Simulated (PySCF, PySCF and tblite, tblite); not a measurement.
**C₄H₃BF₂O: a path driven as rotation about a bond, and NMR exchange**

One table from this session's results is given with a row withheld; the runs are named, their logs left out.

Programs: PySCF 2.14.0 with density-fitted response routines of our own, and tblite 0.8.0. All values are computed, except where a source is named. Atoms count from 0 throughout.

## The starting structure

11 atoms, charge 0, multiplicity 1; geometry from: force field or distance geometry start.

Bonds of the start (Å): B1–C3 1.56, B1–F2 1.46, C3–C4 1.33, C3–H8 1.07, C4–C5 1.44, C4–O7 1.38, C5–C6 1.33, C5–H9 1.09, C6–H10 1.09, C6–O7 1.40, F0–B1 1.45.

Set-up of the first run:

Job settings and geometry (Å):

```
{"job": {"xc": "GFN2-xTB", "basis": "xTB", "kind": "relax"}, "charge": 0, "multiplicity": 1}
F      3.472100     0.175200     0.031300
B      2.073900    -0.190200     0.195500
F      1.762400    -1.401600     0.939900
C      0.953100     0.717700    -0.410300
C     -0.341000     0.421900    -0.270800
C     -1.149300    -0.613400     0.327100
C     -2.253900     0.000300    -0.097700
O     -1.503500     1.024600    -0.691700
H      1.249300     1.598400    -0.940200
H     -0.943200    -1.512800     0.899100
H     -3.314600    -0.217300    -0.008100
```

Started as:

```
$ OMP_NUM_THREADS=1 python ens_run.py task.json out
```

This one command runs the whole study; its stages follow in the order run.

Among the steps run: GFN2-xTB relaxation, start minimum; Relaxed scan, rotation; Nudged elastic band, leg 1; Saddle search, leg 1; DFT refinement, start: B3LYP-D3(BJ)/def2-SVP; Shieldings, start: PBE0/pcSseg-1 in methanol; Shieldings, saddle of leg 1: PBE0/pcSseg-1 in methanol; The path in numbers; Shieldings, start: PBE0/cc-pVDZ; Single-point energy, saddle of leg 1: PBE0/cc-pVDZ; Second level: PBE0/cc-pVDZ + D3(BJ).

One of the session's tables, all rows but one given; the rest of the session is left out.

Barriers by level (kcal/mol; entropies in cal/(mol K)). Zero-point and thermal terms come from xTB in every row. ΔG‡ leaves symmetry out; the rate counts equivalent paths (a factor of 2); effective ΔG‡, where given, is the barrier that would give that rate by Eyring's equation alone:

| level | ΔE‡ | with zero-point | ΔH‡ | ΔG‡ (298 K) | k at 298 K (1/s) |
| --- | --- | --- | --- | --- | --- |
| GFN2-xTB | 4.48 | 4.23 | 3.74 | 4.68 | 4.6e+09 |
| B3LYP-D3(BJ)/def2-SVP | ? | ? | ? | ? | ? |
| PBE0/pcSseg-1 + D3(BJ), IEF-PCM methanol | 6.72 | 6.47 | 5.98 | 6.92 | 1e+08 |
| PBE0/cc-pVDZ + D3(BJ) | 8.04 | 7.79 | 7.30 | 8.25 | 1.1e+07 |

Estimate the missing values for B3LYP-D3(BJ)/def2-SVP.

As computed: ΔE‡: 7.30; with zero-point: 7.05; ΔH‡: 6.56; ΔG‡ (298 K): 7.50; k at 298 K (1/s): 3.9e+07. In the column «ΔE‡» it lies between PBE0/pcSseg-1 + D3(BJ), IEF-PCM methanol (6.72) and PBE0/cc-pVDZ + D3(BJ) (8.04).
